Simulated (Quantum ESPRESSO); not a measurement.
The system is HPbNO4.

```
H Pb N O
1.0
     4.27531   -0.00040    0.00636
    -2.08399    5.20775   -0.04907
    -2.12377   -1.86574    4.91491
H Pb N O
1 1 1 4
Direct
  0.99073 0.03330 0.90994
  0.50274 0.81989 0.14287
  0.00838 0.47408 0.50265
  0.99816 0.92741 0.02877
  0.19467 0.73435 0.60852
  0.81673 0.35882 0.24556
  0.01381 0.33121 0.65217
```

The cell was built by a generator and needn't be a form met in nature.

Base run:

* Program: Quantum ESPRESSO 7.5
* Functional: PBE
* Potentials or basis: SG15 PBE 1.2
* Cutoff: 1197 eV
* Density cutoff: 4789 eV
* k mesh: 5 × 4 × 4
* Occupations: fermi-dirac, width 0.05 eV
* Spin: no spin polarisation

Its results: band gap on the k mesh 2.93 eV, indirect (least direct gap 3.14 eV); pressure 0.2 GPa; largest force 0.109 eV/Å.

**Question.** The run is repeated on the same cell with these changes: k mesh from 5 × 4 × 4 to 3 × 3 × 3. What comes out?

**Answer.** Band gap on the k mesh 3.07 eV, indirect (least direct gap 3.28 eV); pressure 0.2 GPa; largest force 0.110 eV/Å.

Caveats: some runs use coarse meshes; spin-orbit coupling is left out, which as a rule narrows the gap of such compounds by several tenths of an eV; an odd mesh through Γ misses points on the zone boundary, where band edges often lie (some runs).
